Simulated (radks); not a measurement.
# Li⁺ in 1s1 2p1: an all-electron calculation

What are the levels of the lithium ion Li+, how large are its shells, and how does its energy divide?

The numbers are computed with radks (a radial shooting solver on a logarithmic mesh, Libxc functionals) version 1 (non-relativistic Kohn-Sham, SCAN, spin-polarised, spherical densities, point nucleus; open shells are filled with parallel spins first), except any that are marked as measured or tabulated.

### Step 1. The atom as given

* element: lithium (Z = 3)
* charge: +1
* electrons: 2
* configuration: 1s1 2p1

Outer shells as boxes (Hund's rule):

Li⁺
```
1s [↑ ]
2p [↑ ][  ][  ]
```

### Step 2. The run

Settings of this run:

```text
Z 3
configuration 1s1 2p1 2s0 3p0 3d0
relativity non-relativistic
functional scan,scan
spin polarised
nucleus point
```

What does the calculation give?

The runs gave:

```
                        quantity                   value
                    total energy        -5.01211 hartree
exchange-correlation share of it                 22.47 %
                            −T/E                  0.9979
          highest occupied level       2p up, -10.386 eV
    most extended occupied level  2p up, <r> = 2.38 bohr
 radius at density 0.001 e/bohr³               3.55 bohr
    maxima of the radial density                       2
```

2 principal shells are occupied and 2 maxima appear in the radial density. −T/E = 0.9979, near the virial value of 1. This is not the tabulated ground configuration, so its levels and sizes aren't those of the ground state, and no measured value stands beside it.
